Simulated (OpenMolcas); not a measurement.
**Si2NH5F (SMILES N[Si](F)[SiH3]) at 6 levels**

Wanted: a comparison of 6 runs (UHF/def2-SVP, U-revPBE/def2-SVP, UBHLYP/def2-SVP, UM06-2X/def2-SVP, UPBE/def2-SVP, UTPSS/def2-SVP) of Si2NH5F. 

Program for the calculation: OpenMolcas 26.06.

### 1 The molecule

The species is Si2NH5F (9 atoms), meant as a doublet with charge 0. SMILES: `N[Si](F)[SiH3]`. The Si2–Si4 distance was set to 5.161 Å, away from the relaxed value. At this shape a bond of the SMILES string is far longer than usual.

Bond lengths: N1–Si2 1.703 Å, Si2–F3 1.616 Å, N1–H5 1.007 Å, N1–H6 1.008 Å, Si4–H7 1.485 Å, Si4–H8 1.492 Å, Si4–H9 1.486 Å. Angles: N1–Si2–F3 112.7°, Si2–N1–H5 122.8°, Si2–N1–H6 123.0°, H5–N1–H6 112.1°, H7–Si4–H8 108.9°, H7–Si4–H9 109.3°, H8–Si4–H9 108.5°.

### 2 The energy at UHF/def2-SVP (run 1)

mol.input reads:

```
* FH5NSi2 Hartree-Fock

&gateway
  baslib=$CurrDir
  coord
  9
  angstrom
  N       -2.983180       2.045627      -2.540259
  Si      -2.854080       0.350327      -2.434759
  F       -2.501680      -0.337973      -3.853859
  Si       0.823900      -0.883000       0.969100
  H       -3.748480       2.506427      -3.004059
  H       -2.204380       2.665927      -2.385459
  H        1.132000      -2.331800       0.856500
  H        2.078500      -0.103500       0.756900
  H        0.315000      -0.594800       2.335600
  basis=def2-SVP
  group=NoSym

&seward

&scf
  uhf
  spin=2
  thresholds=1e-10 1e-07 1e-07 1e-05
  prorbitals=1 1
```

The basis set def2-SVP is read from a file made from the Basis Set Exchange's data (not shown).

On the command line:

```bash
$ export MOLCAS_MEM=1860
$ pymolcas mol.input > mol.log
```

Standard output:

```text
--- Start Module: gateway ---
[...]
--- Stop Module: gateway /rc=_RC_ALL_IS_WELL_ ---
--- Start Module: seward ---
[...]
      Basis functions           89
--- Stop Module: seward /rc=_RC_ALL_IS_WELL_ ---
[...]
--- Start Module: scf ---
[...]
       Convergence after  41 Iterations
[...]
::    Total SCF energy                               -734.3337775817
[...]
      Total spin, S                                     0.6313986377
[...]
      Total electronic charge=   49.000000
      Total            charge=   -0.000000
[...]
      Dipole Moment (debye):
      Origin of the operator (angstrom)=   -1.5804    0.1009   -1.6091
                   X= -5.7297E-01               Y=  2.5691E+00               Z=  1.3608E-02           Total=  2.6322E+00
      Quadrupole Moment (debye*angstrom):
[...]
--- Stop Module: scf /rc=_RC_ALL_IS_WELL_ ---
[...]
```

Wall time 17 s (1 thread of AMD EPYC 7R43 (Zen 3), shared host); peak memory 0.48 GiB.

### 3 A single-point energy at U-revPBE/def2-SVP (run 2)

mol.inp reads:

```
* FH5NSi2 Kohn-Sham DFT
>>> EXPORT MOLCAS_PRINT=2
&GATEWAY
BasLib
$CurrDir
Coord
9
bohr
N     -5.63739318     3.86567478    -4.80039380
Si    -5.39342954     0.66202208    -4.60102769
F     -4.72749005    -0.63867641    -7.28273803
Si     1.55694535    -1.66862817     1.83133359
H     -7.08360058     4.73646058    -5.67684877
H     -4.16567447     5.03787190    -4.50786419
H      2.13916997    -4.40646338     1.61855043
H      3.92779575    -0.19558665     1.43033370
H      0.59526373    -1.12400910     4.41364434
Basis
def2-SVP
Group
NoSym
&SEWARD
GridInput
Grid=UltraFine
End of Grid
&SCF
UHF
Spin
2
KSDFT
revPBE
Thresholds
1e-10 1e-07 1e-07 1e-05
PrOrbitals
1 1
```

The basis set def2-SVP is read from a file made from the Basis Set Exchange's data (not shown).

On the command line:

```bash
$ export MOLCAS_MEM=1860
$ pymolcas mol.inp > mol.log
```

Standard output:

```text
--- Start Module: gateway ---
[...]
--- Stop Module: gateway /rc=_RC_ALL_IS_WELL_ ---
--- Start Module: seward ---
[...]
      Basis functions           89
--- Stop Module: seward /rc=_RC_ALL_IS_WELL_ ---
[...]
--- Start Module: scf ---
[...]
       Convergence after  18 Iterations
[...]
::    Total KS-DFT energy                            -736.0650328108
[...]
      Total spin, S                                     0.5015303852
[...]
      Total electronic charge=   49.000000
      Total            charge=   -0.000000
[...]
      Dipole Moment (debye):
      Origin of the operator (angstrom)=   -1.5804    0.1009   -1.6091
                   X= -3.9007E-01               Y=  2.5124E+00               Z= -3.9562E-01           Total=  2.5731E+00
      Quadrupole Moment (debye*angstrom):
[...]
--- Stop Module: scf /rc=_RC_ALL_IS_WELL_ ---
[...]
```

Run time: 46 s. Hardware: 1 thread of AMD EPYC 7R43 (Zen 3), shared host; peak memory 0.48 GiB.

### 4 A single-point energy at UBHLYP/def2-SVP (run 3)

mol.inp reads:

```
* FH5NSi2 Kohn-Sham DFT
&GATEWAY
BASLIB=$CurrDir
BASISSET
N.def2-SVP....
N1 -2.983180 2.045627 -2.540259 angstrom
End of Basis
BASISSET
Si.def2-SVP....
Si2 -2.854080 0.350327 -2.434759 angstrom
Si4 0.823900 -0.883000 0.969100 angstrom
End of Basis
BASISSET
F.def2-SVP....
F3 -2.501680 -0.337973 -3.853859 angstrom
End of Basis
BASISSET
H.def2-SVP....
H5 -3.748480 2.506427 -3.004059 angstrom
H6 -2.204380 2.665927 -2.385459 angstrom
H7 1.132000 -2.331800 0.856500 angstrom
H8 2.078500 -0.103500 0.756900 angstrom
H9 0.315000 -0.594800 2.335600 angstrom
End of Basis
&SEWARD
GRIDINPUT
Grid=UltraFine
End of Grid
&SCF
UHF
SPIN=2
KSDFT=HYB_GGA_XC_BHANDHLYP
THRESHOLDS=1e-10 1e-07 1e-07 1e-05
PRORBITALS=1 2
```

The basis set def2-SVP is read from a file made from the Basis Set Exchange's data (not shown).

On the command line:

```bash
$ export MOLCAS_MEM=1860
$ pymolcas mol.inp > mol.log
```

Standard output:

```text
--- Start Module: gateway ---
[...]
--- Stop Module: gateway /rc=_RC_ALL_IS_WELL_ ---
--- Start Module: seward ---
[...]
      Basis functions           89
--- Stop Module: seward /rc=_RC_ALL_IS_WELL_ ---
[...]
--- Start Module: scf ---
[...]
       Convergence after  17 Iterations
[...]
::    Total KS-DFT energy                            -736.1672794109
[...]
      Total spin, S                                     0.5012286073
[...]
      Total electronic charge=   49.000000
      Total            charge=   -0.000000
[...]
      Dipole Moment (debye):
      Origin of the operator (angstrom)=   -1.5804    0.1009   -1.6091
                   X= -4.8497E-01               Y=  2.5909E+00               Z= -1.7082E-01           Total=  2.6415E+00
      Quadrupole Moment (debye*angstrom):
[...]
--- Stop Module: scf /rc=_RC_ALL_IS_WELL_ ---
[...]
```

It took 40 s on 1 thread of AMD EPYC 7R43 (Zen 3), shared host; peak memory 0.48 GiB.

Runs 4 to 5 aren't shown in full; the table further down has their settings and results.

### 5 The energy at UTPSS/def2-SVP (run 6)

calc.inp reads:

```
* FH5NSi2 Kohn-Sham DFT

&GATEWAY
  BasLib
  $CurrDir
  Coord
  9
  angstrom
  N       -2.983180       2.045627      -2.540259
  Si      -2.854080       0.350327      -2.434759
  F       -2.501680      -0.337973      -3.853859
  Si       0.823900      -0.883000       0.969100
  H       -3.748480       2.506427      -3.004059
  H       -2.204380       2.665927      -2.385459
  H        1.132000      -2.331800       0.856500
  H        2.078500      -0.103500       0.756900
  H        0.315000      -0.594800       2.335600
  Basis
  def2-SVP
  Group
  NoSym

&SEWARD
  GridInput
  Grid=UltraFine
  End of Grid

&SCF
  UHF
  Spin
  2
  KSDFT
  2
  1.0 MGGA_X_TPSS
  1.0 MGGA_C_TPSS
  Thresholds
  1e-10 1e-07 1e-07 1e-05
  PrOrbitals
  0
```

The basis set def2-SVP is read from a file made from the Basis Set Exchange's data (not shown).

On the command line:

```bash
$ export MOLCAS_MEM=1860
$ pymolcas calc.inp > calc.log
```

Standard output:

```text
--- Start Module: gateway ---
[...]
--- Stop Module: gateway /rc=_RC_ALL_IS_WELL_ ---
--- Start Module: seward ---
[...]
      Basis functions           89
--- Stop Module: seward /rc=_RC_ALL_IS_WELL_ ---
[...]
--- Start Module: scf ---
[...]
       Convergence after  20 Iterations
[...]
::    Total KS-DFT energy                            -736.2985533741
[...]
      Total spin, S                                     0.5014319320
[...]
      Total electronic charge=   49.000000
      Total            charge=   -0.000000
[...]
      Dipole Moment (debye):
      Origin of the operator (angstrom)=   -1.5804    0.1009   -1.6091
                   X= -4.2271E-01               Y=  2.5556E+00               Z= -4.2458E-01           Total=  2.6249E+00
      Quadrupole Moment (debye*angstrom):
[...]
--- Stop Module: scf /rc=_RC_ALL_IS_WELL_ ---
[...]
```

It took 75 s on 1 thread of AMD EPYC 7R43 (Zen 3), shared host; peak memory 0.49 GiB.

### 6 Overview of the runs

```tsv
run	level	integration grid	energy (Eh)	dipole moment (D)	HOMO energy (eV)	LUMO energy (eV)	wall time
1	UHF/def2-SVP	–	-734.333778	2.63	-9.18	1.01	17 s
2	U-revPBE/def2-SVP	UltraFine	-736.065033	2.57	-5.18	-3.38	46 s
3	UBHLYP/def2-SVP	UltraFine	-736.167279	2.64	-7.30	-1.82	40 s
4	UM06-2X/def2-SVP	UltraFine	-736.137646	2.65	-7.25	-2.24	53 s
5	UPBE/def2-SVP	UltraFine	-735.766475	2.58	-5.20	-3.53	56 s
6	UTPSS/def2-SVP	UltraFine	-736.298553	2.62	-5.35	-3.51	75 s
```

### 7 Results

| quantity | value |
| --- | --- |
| run 6: total energy | -736.29855 Eh |
| run 6: dipole moment | 2.62 D |
| run 6: HOMO energy (highest over α and β) | -5.35 eV |
| run 6: LUMO energy (lowest over α and β) | -3.51 eV |
| run 6: ⟨S²⟩ | 0.753 |

The dipole moment (its size) runs from 2.57 D (U-revPBE/def2-SVP) to 2.65 D (UM06-2X/def2-SVP). Totals of different functionals can't be ranked against each other. Spin contamination of the reference: run 1 ⟨S²⟩ = 1.03. All runs together took 4.8 min, the longest 75 s.
